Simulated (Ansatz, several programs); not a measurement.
KZnI₃ built on the cubic perovskite prototype, relaxed with r2SCAN in Ansatz (plane waves, PAW): it is cubic, Pm-3m (No. 221); conventional cell a = 5.699 Å, 37.02 Å³ an atom. Around K lie 12 I at 4.03 Å; around Zn lie 6 I at 2.85 Å; around I lie 2 Zn at 2.85 Å and 4 K at 4.03 Å. The cell was then scaled with its shape and fractional coordinates held. Spin-unpolarised throughout. Whether this structure exists isn't addressed.

| V (Å³/atom) | E (meV/atom) |
| --- | --- |
| 34.801 | 11.57 |
| 37.023 | 0.00 |
| 38.133 | 2.31 |
| 39.244 | 8.86 |

(1) Pass a cubic E = c₀ + c₁u + c₂u² + c₃u³, with u = V − 37.300 Å³, through these points.

(2) Where is the minimum, and what bulk modulus follows?

(3) Predict the energy and the pressure at the withheld volume, 35.912 Å³.

## Answers

(1) c₀ = 0.13, c₁ = +1.036, c₂ = 1.982, c₃ = -0.1057 (meV and Å³).

(2) dE/du = 0 at u = -0.256, so V₀ = 37.04 Å³. B = V₀ d²E/dV² = 37.04 × (2c₂ + 6c₃u) = 37.04 × 4.126 = 153 meV/Å³, and 1 meV/Å³ is 0.16022 GPa: 24 GPa. A third-order Birch-Murnaghan fit to all five points gives 37.04 Å³ and 24 GPa.

(3) With u = -1.388: E ≈ 2.79 meV and P = −dE/dV ≈ +0.81 GPa. The run gives 2.77 meV and, from its stress, +0.81 GPa.
